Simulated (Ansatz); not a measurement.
# H6N2Si: the cost of one run

The runs use Ansatz 0.2.0, Gaussian basis; PBE0-D4/def2-TZVP structures, single points in def2-TZVPP, no counterpoise correction.

Levels: SPW92, PBE-D4, BLYP-D4, r2SCAN-D4, B97M-V, PBE0-D4, B3LYP-D4, r2SCAN0-D4, BHLYP-D4, CAM-B3LYP-D4, wB97X-V, wB97M-V, B2PLYP, PBE-QIDH, RPA on PBE, Hartree-Fock, MP2, CCSD, CCSD(T).

Cores are frozen in the correlated methods. Filled d shells of the heavier atoms are correlated. B3LYP uses VWN-RPA correlation. B2PLYP carries no dispersion term here.

94 further runs of the same task are left out: 94 set aside as unsound or not needed. Runs told in other sessions of the task aren't counted.

## 1. Where the work starts

The complex: 13 atoms, charge 0, spin multiplicity 1.

Atoms are counted from 1 here; the program's logs count them from 0.

Bond lengths: Si1–N2 1.719 Å, Si1–H3 1.493 Å, Si1–H4 1.493 Å, Si1–N5 1.708 Å, N2–H8 1.007 Å, N2–H9 1.008 Å, N5–H10 1.008 Å, N5–H11 1.006 Å, H6–As7 1.518 Å, As7–H12 1.518 Å, As7–H13 1.526 Å. Angles: N2–Si1–H3 103.3°, N2–Si1–H4 117.0°, N2–Si1–N5 107.9°, H3–Si1–H4 107.7°, H3–Si1–N5 117.5°, H4–Si1–N5 104.1°, Si1–N2–H8 119.5°, Si1–N2–H9 119.9°, H8–N2–H9 111.4°, Si1–N5–H10 120.6°, Si1–N5–H11 120.6°, H10–N5–H11 112.5°, H6–As7–H12 93.0°, H6–As7–H13 92.7°, H12–As7–H13 92.6°.

Geometry (Å):

```
atom     x (Å)     y (Å)     z (Å)
 Si1  -1.25735  -0.97221   0.27228
  N2   0.12967  -0.69156   1.24811
  H3  -0.75344  -1.90396  -0.77953
  H4  -2.42865  -1.62173   0.93144
  N5  -1.85396   0.54445  -0.23900
  H6   2.40902   1.49685   0.30020
 As7   1.75261   1.22066  -1.03987
  H8   0.80755  -1.42669   1.37034
  H9   0.05521  -0.11918   2.07445
 H10  -1.27426   1.16875  -0.77783
 H11  -2.83415   0.67244  -0.42464
 H12   2.32429  -0.18309  -1.11914
 H13   2.92347   1.81537  -1.81669
```

Its parts: SiN₂H₆ holds atoms 1, 2, 3, 4, 5, 8, 9, 10, 11; AsH₃ holds atoms 6, 7, 12, 13. Each part counts its atoms afresh in its own runs.

## 2. Relaxing SiN₂H₆ alone

Input file relax-a/in.yaml:

```yaml
crystal:
  periodic: [false, false, false]
  atoms:
    - {symbol: Si, position_ang: [-1.257347, -0.972212, 0.272276]}
    - {symbol: N, position_ang: [0.129670, -0.691556, 1.248112]}
    - {symbol: H, position_ang: [-0.753439, -1.903958, -0.779527]}
    - {symbol: H, position_ang: [-2.428652, -1.621726, 0.931435]}
    - {symbol: N, position_ang: [-1.853963, 0.544451, -0.239005]}
    - {symbol: H, position_ang: [0.807551, -1.426692, 1.370335]}
    - {symbol: H, position_ang: [0.055211, -0.119179, 2.074454]}
    - {symbol: H, position_ang: [-1.274257, 1.168750, -0.777834]}
    - {symbol: H, position_ang: [-2.834151, 0.672445, -0.424644]}
basis:
  gaussian: {orbitals: def2-TZVP}
hamiltonian: {xc: pbe0, dispersion: d4}
relax: {f_tol: 0.005, max_steps: 200}
```

Launch:

```console
$ ansatz run in.yaml --threads 8 --pin off --events-out ev --progress --plain --max-ram 19148MiB
```

**Question.** How long does this run take on 8 threads of Arm Neoverse V2, shared host?

About 4.5 s.
